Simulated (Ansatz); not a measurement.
**CH6BNO: basis-set convergence**

An exercise on one series of results from a longer session: the logs are not shown, and one member is left open.

Program: Ansatz 0.2.0, Gaussian basis. Level of theory: one geometry, several basis sets. These are calculated values, not measurements.

Plan: PBE0-D4/def2-SVP; ωB97M-V/def2-SVP; PBE0-D4/def2-QZVPP; ωB97M-V/def2-QZVPP; the functionals' def2-TZVPP values are taken from earlier runs.

### The geometry

The geometry comes from an earlier relaxation with PBE0-D4 in a triple-zeta def2 set; it is a stationary point, not always the lowest conformer.

10 atoms, charge 0, spin multiplicity 1.

Atoms are counted from 1 here; the program's logs count them from 0.

Bond lengths: B1–C2 1.566 Å, B1–O4 1.355 Å, B1–H6 1.207 Å, C2–N3 1.458 Å, C2–H5 1.107 Å, C2–H7 1.097 Å, N3–H8 1.011 Å, N3–H9 1.012 Å, O4–H10 0.959 Å. Angles: C2–B1–O4 118.5°, C2–B1–H6 121.9°, O4–B1–H6 119.6°, B1–C2–N3 113.0°, B1–C2–H5 106.4°, B1–C2–H7 108.4°, N3–C2–H5 114.3°, N3–C2–H7 109.4°, H5–C2–H7 104.8°, C2–N3–H8 111.5°, C2–N3–H9 110.7°, H8–N3–H9 107.2°, B1–O4–H10 113.3°.

Set-up of the first run:

File in.yaml:

```yaml
crystal:
  periodic: [false, false, false]
  atoms:
    - {symbol: B, position_ang: [0.348804, 0.863285, -0.272174]}
    - {symbol: C, position_ang: [-0.105377, -0.632018, -0.170074]}
    - {symbol: N, position_ang: [-0.325280, -1.068539, 1.203113]}
    - {symbol: O, position_ang: [0.880566, 1.297992, -1.439819]}
    - {symbol: H, position_ang: [-0.989088, -0.736728, -0.829325]}
    - {symbol: H, position_ang: [0.205129, 1.637640, 0.642163]}
    - {symbol: H, position_ang: [0.665595, -1.260176, -0.632592]}
    - {symbol: H, position_ang: [-0.782605, -1.970033, 1.236981]}
    - {symbol: H, position_ang: [-0.918038, -0.413694, 1.696476]}
    - {symbol: H, position_ang: [1.103393, 2.231071, -1.431549]}
basis:
  gaussian: {orbitals: def2-SVP}
hamiltonian: {xc: pbe0, dispersion: d4}
output: {orbitals: {seedname: orbitals}}
```

Launch:

```
$ ansatz run in.yaml --threads 2 --pin off --events-out ev --progress --plain --max-ram 4352MiB
```

Among the steps run: PBE0-D4 in def2-SVP; ωB97M-V in def2-SVP; PBE0-D4 in def2-QZVPP; ωB97M-V in def2-QZVPP.

One table of the session follows, with a row left open; its other results are not shown here.

It belongs to the step «Density functionals: the series». 

```
functional       basis  HOMO (eV)  LUMO (eV)
   PBE0-D4    def2-SVP      -6.30       0.31
   PBE0-D4  def2-TZVPP          ?          ?
   PBE0-D4  def2-QZVPP      -6.73      -0.04
   ωB97M-V    def2-SVP      -8.71       2.41
   ωB97M-V  def2-TZVPP      -9.08       1.94
   ωB97M-V  def2-QZVPP      -9.14       1.47
```

**Question.** Estimate the row for PBE0-D4, def2-TZVPP.

As computed: HOMO (eV): -6.66; LUMO (eV): 0.05. In the column «HOMO (eV)» it lies between PBE0-D4, def2-QZVPP (-6.73) and PBE0-D4, def2-SVP (-6.30).
